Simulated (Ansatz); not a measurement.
**PbF2: a single-point run**

The task is a single-point run on PbF2. The structure is shown as the input types it.

Program: Ansatz 0.2.0. Level of theory: density functional or hybrid calculation with the settings of its input, plane waves (as first typed). These are calculated values, not measurements.

3 further runs of the same task are left out: 1 for a known fault of the program, 2 that didn't finish.

## (1) The starting structure

Symmetry: Fm-3m, No. 225, cubic system. The conventional cell has a = 5.921 Å, b = 5.921 Å, c = 5.921 Å, α = 90.00°, β = 90.00°, γ = 90.00°. Around Pb (site symmetry m-3m) lie 8 F at 2.56 Å. F (site symmetry -43m) is surrounded by 4 Pb at 2.56 Å.

Structure file:

```
Pb F
1.0
     0.00000    2.96044    2.96044
     2.96044    0.00000    2.96044
     2.96044    2.96044    0.00000
Pb F
1 2
Direct
  0.00000 0.00000 0.00000
  0.25000 0.25000 0.25000
  0.75000 0.75000 0.75000
```

## (2) The calculation

The input, input.yaml:

```yaml
crystal:
  lattice:
    - [0.0, 2.9604390429, 2.9604390429]
    - [2.9604390429, 0.0, 2.9604390429]
    - [2.9604390429, 2.9604390429, 0.0]
  atoms:
    - { symbol: Pb, position: [0.0, 0.0, 0.0] }
    - { symbol: F, position: [0.25, 0.25, 0.25] }
    - { symbol: F, position: [0.75, 0.75, 0.75] }
kpoints:
  mp_grid: { grid: [6, 6, 6] }
hamiltonian:
  xc: pbe
scf:
  occupations: { method: fixed }
  n_extra_bands: 4
  convergence: { dr2_threshold: 1.0 }
  max_iter: 70
output:
  forces: true
  stress: true
  eigenvalues: true
```

Run with:

```console
ansatz run input.yaml --threads 4 --pin off --max-ram 3686MiB --backend cpu --events-out ev --progress --plain --runs-dir out
```

What happens when this is run?

The run converged and reported no error, with warnings (force scf threshold loose, stress scf threshold loose). Its log warns: «scf.convergence.dr2_threshold = 1e0 eV is looser than this run's default, which is 1e-7 eV or tighter. The error in the forces grows as the threshold's square root ...»

The threshold asked is loose, but the program put off the close and ended at dr2 = 1.0e-11, so little accuracy was lost here.

The test: delete scf.convergence.dr2_threshold (the default then holds).
